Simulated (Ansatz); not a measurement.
# doublet [CH5InO2]+: levels of theory compared

Wanted: a comparison of 4 runs (UHF/def2-SVP, U-r2SCAN0/def2-SVP, UBHLYP/def2-SVP, UBLYP/def2-SVP) of doublet [CH5InO2]+. 

The results are computed with Ansatz 0.2.0.

57 further runs of the same task are left out: 1 that didn't finish, 56 set aside as unsound or not needed. Runs told in other sessions of the task aren't counted.

**1. The system as given**

The species is [CH5InO2]+ (9 atoms), meant as a doublet with charge +1. SMILES of the parent species: `[CH3][In]([OH])[OH]`. Geometry: relaxed at PBE0-D4/def2-TZVP. This is one conformer, not always the lowest. That shape belongs to the parent species and isn't relaxed for this state.

Bond lengths: C1–In2 2.127 Å, In2–O3 1.981 Å, In2–O4 1.993 Å, C1–H5 1.090 Å, C1–H6 1.090 Å, C1–H7 1.089 Å, O3–H8 0.961 Å, O4–H9 0.959 Å. Some angles: C1–In2–O3 124.7°, C1–In2–O4 129.1°, O3–In2–O4 106.2°, In2–C1–H5 109.8°, In2–C1–H6 109.5°, In2–C1–H7 109.4°, In2–O3–H8 111.0°, In2–O4–H9 114.4°, H5–C1–H6 109.0°, H5–C1–H7 109.7°.

**2. A single-point energy at UHF/def2-SVP (core potential) (run 1)**

run.yaml

```yaml
crystal:
  periodic: [false, false, false]
  atoms:
    - {symbol: C, position_ang: [-0.086600, 0.920200, -1.366200]}
    - {symbol: In, position_ang: [0.122900, -0.336100, 0.337800]}
    - {symbol: O, position_ang: [1.440800, -1.806000, 0.500900]}
    - {symbol: O, position_ang: [-0.898600, -0.312900, 2.048600]}
    - {symbol: H, position_ang: [-1.126400, 0.929200, -1.692800]}
    - {symbol: H, position_ang: [0.212100, 1.936300, -1.107700]}
    - {symbol: H, position_ang: [0.547500, 0.548900, -2.169800]}
    - {symbol: H, position_ang: [1.365500, -2.243400, 1.353100]}
    - {symbol: H, position_ang: [-1.577100, 0.363700, 2.096100]}
basis:
  gaussian:
    orbitals: def2-SVP
total_charge: 1
hamiltonian:
  xc: hf
accuracy: high
output: {orbitals: {seedname: orbitals}}
magnetization:
  spin_polarized: true
  initial_magnetization: 1
```

The run is started by

```sh
$ ansatz run run.yaml --threads 1 --pin off --max-ram 3480MiB --events-out events.jsonl --progress --plain --runs-dir runs
```

What it wrote:

```text
Warning: RAYON_NUM_THREADS=1 ignored (pool sized by the plan → 1); use --threads N
Functional definition: HF
  name "HF"
  exchange = exact_x
  correlation = 0
2221 factors; integrals over basis functions are off by at most 2.0e-8 eV
mean field evaluation 1: about -10308.2539 eV, gradient 5.1e1 eV
mean field evaluation 2: about -10308.2735 eV, gradient 5.1e1 eV
mean field evaluation 4: about -10318.5827 eV, gradient 3.8e0 eV
mean field evaluation 8: about -10318.8091 eV, gradient 9.4e-1 eV
mean field evaluation 16: about -10319.3441 eV, gradient 1.8e-3 eV
mean field evaluation 32: about -10319.4463 eV, gradient 1.3e0 eV
mean field evaluation 64: about -10317.7118 eV, gradient 2.0e1 eV
mean field evaluation 96: about -10318.6325 eV, gradient 6.8e-2 eV
mean field evaluation 128: about -10313.9198 eV, gradient 2.1e1 eV
mean field evaluation 160: about -10319.6296 eV, gradient 5.2e-1 eV
mean field evaluation 192: about -10319.2734 eV, gradient 7.0e-1 eV
mean field evaluation 224: about -10318.5703 eV, gradient 2.2e0 eV
mean field -10319.77233329 eV, -379.2446382554 hartree, gradient 4.4e-8 eV, S^2 0.756080; 5 other end points of the search recorded, 0 dependent functions left out
reference -10319.77233329 eV, -379.2446382554 hartree; 24, 23 occupied and 69, 70 virtual orbitals, 2221 factors
Total energy: -10319.77233329 eV, -379.2446382554 hartree
```

Run time: 16 s. Hardware: 1 thread of Arm Neoverse V2, shared host; peak memory 0.37 GiB.

**3. The energy at U-r2SCAN0/def2-SVP (core potential) (run 2)**

molecule.yaml

```yaml
crystal:
  periodic: [false, false, false]
  atoms:
    - symbol: C
      position_ang: [-0.086600, 0.920200, -1.366200]
    - symbol: In
      position_ang: [0.122900, -0.336100, 0.337800]
    - symbol: O
      position_ang: [1.440800, -1.806000, 0.500900]
    - symbol: O
      position_ang: [-0.898600, -0.312900, 2.048600]
    - symbol: H
      position_ang: [-1.126400, 0.929200, -1.692800]
    - symbol: H
      position_ang: [0.212100, 1.936300, -1.107700]
    - symbol: H
      position_ang: [0.547500, 0.548900, -2.169800]
    - symbol: H
      position_ang: [1.365500, -2.243400, 1.353100]
    - symbol: H
      position_ang: [-1.577100, 0.363700, 2.096100]
basis:
  gaussian:
    orbitals: def2-SVP
output: {orbitals: {seedname: orbitals}}
magnetization:
  spin_polarized: true
  initial_magnetization: 1
hamiltonian:
  xc: {name: r2SCAN0}
total_charge: 1
accuracy: high
```

The run is started by

```sh
$ ansatz run molecule.yaml --threads 1 --pin off --max-ram 3480MiB --events-out events.jsonl --progress --plain --runs-dir runs
```

What it wrote:

```text
Warning: RAYON_NUM_THREADS=1 ignored (pool sized by the plan → 1); use --threads N
Functional definition: r2SCAN0
  name "r2SCAN0"
  parameter a = 0.25
  parameter k0 = 0.174
  parameter k1 = 0.065
  parameter a1 = 4.9479
  exchange = (1 - a)*r2scan_x(k0 = k0, k1 = k1, a1 = a1) + a*exact_x
  correlation = r2scan_c
2221 factors; integrals over basis functions are off by at most 2.0e-8 eV
mean field evaluation 1: about -10349.1174 eV, gradient 7.2e1 eV
mean field evaluation 2: about -10248.2568 eV, gradient 1.5e2 eV
mean field evaluation 4: about -10364.8744 eV, gradient 3.1e1 eV
mean field evaluation 8: about -10370.0598 eV, gradient 1.4e0 eV
mean field evaluation 16: about -10370.2349 eV, gradient 9.3e-2 eV
mean field evaluation 32: about -10370.2350 eV, gradient 1.4e-5 eV
mean field evaluation 64: about -10370.0797 eV, gradient 1.7e0 eV
mean field -10370.23498174 eV, -381.0991063812 hartree, gradient 8.3e-8 eV, S^2 0.780205; 6 other end points of the search recorded, 0 dependent functions left out
reference -10370.23498587 eV, -381.0991065331 hartree; 24, 23 occupied and 69, 70 virtual orbitals, 2221 factors
Total energy: -10370.23498587 eV, -381.0991065331 hartree
```

Wall time 74 s (1 thread of Arm Neoverse V2, shared host); peak memory 0.69 GiB.

Run 3 isn't shown in full; the table further down has it.

**4. A single-point energy at UBLYP/def2-SVP (core potential) (run 4)**

job.yaml

```yaml
crystal:
  periodic: [false, false, false]
  atoms:
    - symbol: C
      position_ang: [-0.086600, 0.920200, -1.366200]
    - symbol: In
      position_ang: [0.122900, -0.336100, 0.337800]
    - symbol: O
      position_ang: [1.440800, -1.806000, 0.500900]
    - symbol: O
      position_ang: [-0.898600, -0.312900, 2.048600]
    - symbol: H
      position_ang: [-1.126400, 0.929200, -1.692800]
    - symbol: H
      position_ang: [0.212100, 1.936300, -1.107700]
    - symbol: H
      position_ang: [0.547500, 0.548900, -2.169800]
    - symbol: H
      position_ang: [1.365500, -2.243400, 1.353100]
    - symbol: H
      position_ang: [-1.577100, 0.363700, 2.096100]
basis:
  gaussian:
    orbitals: def2-SVP
magnetization:
  spin_polarized: true
  initial_magnetization: 1
output: {orbitals: {seedname: orbitals}}
accuracy: high
total_charge: 1
hamiltonian:
  xc: {name: BLYP}
```

The run is started by

```sh
$ ansatz run job.yaml --threads 1 --pin off --max-ram 3480MiB --events-out events.jsonl --progress --plain --runs-dir runs
```

What it wrote:

```text
Warning: RAYON_NUM_THREADS=1 ignored (pool sized by the plan → 1); use --threads N
Functional definition: BLYP
  name "BLYP"
  parameter beta = 0.0042
  parameter a = 0.04918
  parameter b = 0.132
  parameter c = 0.2533
  parameter d = 0.349
  exchange = b88_x(beta = beta)
  correlation = lyp_c(a = a, b = b, c = c, d = d)
2221 factors; integrals over basis functions are off by at most 2.0e-8 eV
mean field evaluation 1: about -10335.9296 eV, gradient 9.2e1 eV
mean field evaluation 2: about -10047.8865 eV, gradient 2.0e2 eV
mean field evaluation 4: about -10358.2199 eV, gradient 4.8e1 eV
mean field evaluation 8: about -10368.2094 eV, gradient 2.0e1 eV
mean field evaluation 16: about -10370.6867 eV, gradient 4.3e0 eV
mean field evaluation 32: about -10370.1618 eV, gradient 9.7e0 eV
mean field evaluation 64: about -10370.6011 eV, gradient 9.0e-1 eV
mean field -10370.79874583 eV, -381.1198243295 hartree, gradient 2.8e-8 eV, S^2 0.755715; 7 other end points of the search recorded, 0 dependent functions left out
reference -10370.79880456 eV, -381.1198264878 hartree; 24, 23 occupied and 69, 70 virtual orbitals, 2221 factors
Total energy: -10370.79880456 eV, -381.1198264878 hartree
```

Wall time 25 s (1 thread of Arm Neoverse V2, shared host); peak memory 0.34 GiB.

**5. The series**

```
run                                level  energy (Eh)  HOMO energy (eV)  LUMO energy (eV)   ⟨S²⟩  wall time
  1        UHF/def2-SVP (core potential)  -379.244638            -16.13             -6.61  0.756       16 s
  2  U-r2SCAN0/def2-SVP (core potential)  -381.099107            -13.81            -12.10  0.780       74 s
  3     UBHLYP/def2-SVP (core potential)  -381.000559            -14.41            -11.16  0.767       57 s
  4      UBLYP/def2-SVP (core potential)  -381.119826            -12.68            -12.58  0.756       25 s
```

**6. Summary of results**

```
                                 quantity          value
                      run 4: total energy  -381.11983 Eh
run 4: HOMO energy (highest over α and β)      -12.68 eV
 run 4: LUMO energy (lowest over α and β)      -12.58 eV
                              run 4: ⟨S²⟩          0.756
```

**Reading.** Totals of different functionals can't be ranked against each other. All runs together took 2.9 min, the longest 74 s.
